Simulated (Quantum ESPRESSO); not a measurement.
Crystal: NbTe.

```xyz
2
Lattice="3.7030 0.0000 0.0000 -1.8515 3.2069 0.0000 0.0000 0.0000 3.6942" Properties=species:S:1:pos:R:3 pbc="T T T"
Te    1.8515    1.0690    0.0000
Nb    0.0000    0.0000    1.8471
```

The cell comes from a database or a generator and needn't be the stable form of this composition.

Base run:

- Program: Quantum ESPRESSO 7.5
- Functional: PBEsol
- Potentials or basis: GBRV 1.5 PBEsol
- Cutoff: 612 eV
- Density cutoff: 4898 eV
- k mesh: 8 × 8 × 7
- Occupations: fermi-dirac, width 0.05 eV
- Spin: no spin polarisation
- Hubbard terms: Nb d U = 5 eV

Its results: band gap on the k mesh none (metal or under the smearing width); pressure -10.7 GPa.

**Question.** After a change of settings the same cell gave: band gap on the k mesh none (metal or under the smearing width); pressure -14.1 GPa. Which change was it?
A. hubbard terms from Nb d U = 5 eV to Nb d U = 8 eV
B. hubbard terms from Nb d U = 5 eV to Nb d U = 6 eV
C. hubbard terms from Nb d U = 5 eV to none
D. potentials or basis from GBRV 1.5 PBEsol to PseudoDojo 0.4.1 SR PBE standard; cutoff from 612 eV to 1116 eV; density cutoff from 4898 eV to 4463 eV; hubbard terms from Nb d U = 5 eV to none; hubbard projectors from atomic to none; valence electrons from 19 to 29

**Answer.** A.

Caveats: U without spin polarisation on a metal has little footing; the U is typed as a test and isn't derived for this compound.

Not every run made on this cell is shown here.
